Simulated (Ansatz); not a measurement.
**CH8AlSbSi: up Jacob's ladder to CCSD(T)**

The task here is to estimate one member of a computed series from the others.

Computed with Ansatz 0.2.0, Gaussian basis. Level: functionals in def2-TZVPP, the program's frozen cores in correlated methods.

Plan: LDA (SPW92), PBE-D4, revPBE-D4, BLYP-D4, r2SCAN-D4, B97M-V, PBE0-D4, B3LYP-D4, r2SCANh-D4, r2SCAN0-D4, HSE06-D4, BHLYP-D4, CAM-B3LYP-D4, LC-ωPBE, ωB97X-V, ωB97M-V, B2PLYP, PBE-QIDH; CCSD(T)/def2-SVP; CCSD(T)/def2-TZVPP; MP2/def2-QZVPP; extrapolation to the limit; RPA on PBE.

## The geometry

The geometry comes from an earlier relaxation with PBE0-D4 in a triple-zeta def2 set; it is a stationary point, not always the lowest conformer. Sb takes the def2 core potential; no spin-orbit term is included.

SMILES `[CH3][AlH][SiH2][SbH2]`, 12 atoms, charge 0, spin multiplicity 1.

Atoms are counted from 1 here; the program's logs count them from 0.

Bond lengths: C1–Al2 1.955 Å, C1–H5 1.093 Å, C1–H6 1.093 Å, C1–H7 1.095 Å, Al2–Si3 2.413 Å, Al2–H8 1.590 Å, Si3–Sb4 2.624 Å, Si3–H9 1.488 Å, Si3–H10 1.487 Å, Sb4–H11 1.763 Å, Sb4–H12 1.709 Å. Angles: Al2–C1–H5 111.7°, Al2–C1–H6 111.9°, Al2–C1–H7 109.9°, H5–C1–H6 108.3°, H5–C1–H7 107.4°, H6–C1–H7 107.5°, C1–Al2–Si3 119.9°, C1–Al2–H8 124.9°, Si3–Al2–H8 115.0°, Al2–Si3–Sb4 77.6°, Al2–Si3–H9 123.9°, Al2–Si3–H10 124.4°, Sb4–Si3–H9 105.4°, Sb4–Si3–H10 104.7°, H9–Si3–H10 109.3°, Si3–Sb4–H11 87.6°, Si3–Sb4–H12 90.4°, H11–Sb4–H12 89.0°.

The first run:

in.yaml

```yaml
crystal:
  periodic: [false, false, false]
  atoms:
    - {symbol: C, position_ang: [-0.966244, 1.728616, 0.178395]}
    - {symbol: Al, position_ang: [-0.869716, -0.081554, -0.554803]}
    - {symbol: Si, position_ang: [1.271053, -1.037063, -1.125957]}
    - {symbol: Sb, position_ang: [0.921257, -1.868300, 1.337744]}
    - {symbol: H, position_ang: [-1.745708, 1.815273, 0.939663]}
    - {symbol: H, position_ang: [-0.017659, 2.039874, 0.622206]}
    - {symbol: H, position_ang: [-1.205884, 2.441192, -0.617967]}
    - {symbol: H, position_ang: [-2.127200, -0.985351, -0.915215]}
    - {symbol: H, position_ang: [1.438323, -2.271637, -1.938690]}
    - {symbol: H, position_ang: [2.558827, -0.293374, -1.092925]}
    - {symbol: H, position_ang: [-0.692647, -1.162777, 1.266491]}
    - {symbol: H, position_ang: [1.512698, -0.380000, 1.935157]}
basis:
  gaussian: {orbitals: def2-TZVPP}
hamiltonian: {xc: lda}
output: {orbitals: {seedname: orbitals}}
```

The run is started by

```sh
ansatz run in.yaml --threads 4 --pin off --events-out ev --progress --plain --max-ram 10444MiB
```

Steps of the session up to this table: LDA; PBE-D4 (GGA); revPBE-D4 (GGA); BLYP-D4 (GGA); r2SCAN-D4 (meta-GGA); B97M-V (meta-GGA); PBE0-D4 (hybrid); B3LYP-D4 (hybrid); r2SCANh-D4 (hybrid); r2SCAN0-D4 (hybrid); HSE06-D4 (hybrid); BHLYP-D4 (hybrid); CAM-B3LYP-D4 (range-separated); LC-ωPBE (range-separated); ωB97X-V (range-separated); ωB97M-V (range-separated); B2PLYP (double hybrid); PBE-QIDH (double hybrid).

One of the session's tables, all rows but one given; the rest of the session is left out.

It belongs to the step «Frontier levels by functional». 

| functional | HOMO (eV) | gap (eV) |
| --- | --- | --- |
| LDA (SPW92) | -5.78 | 3.61 |
| PBE-D4 | -5.65 | 3.67 |
| revPBE-D4 | -5.60 | 3.70 |
| BLYP-D4 | -5.48 | 3.63 |
| r2SCAN-D4 | -5.86 | 4.05 |
| B97M-V | -5.86 | 3.99 |
| PBE0-D4 | -6.55 | 5.32 |
| B3LYP-D4 | -6.35 | 4.94 |
| r2SCANh-D4 | -6.18 | 4.65 |
| r2SCAN0-D4 | -6.68 | 5.55 |
| HSE06-D4 | ? | ? |
| BHLYP-D4 | -7.29 | 6.90 |
| CAM-B3LYP-D4 | -7.64 | 7.41 |
| LC-ωPBE | -8.84 | 9.65 |
| ωB97X-V | -8.56 | 9.27 |
| ωB97M-V | -8.39 | 8.90 |

Q: Estimate the row for HSE06-D4 from the others.

The run gave: HOMO (eV): -6.17; gap (eV): 4.57. In the column «HOMO (eV)» it lies between r2SCANh-D4 (-6.18) and r2SCAN-D4 (-5.86).
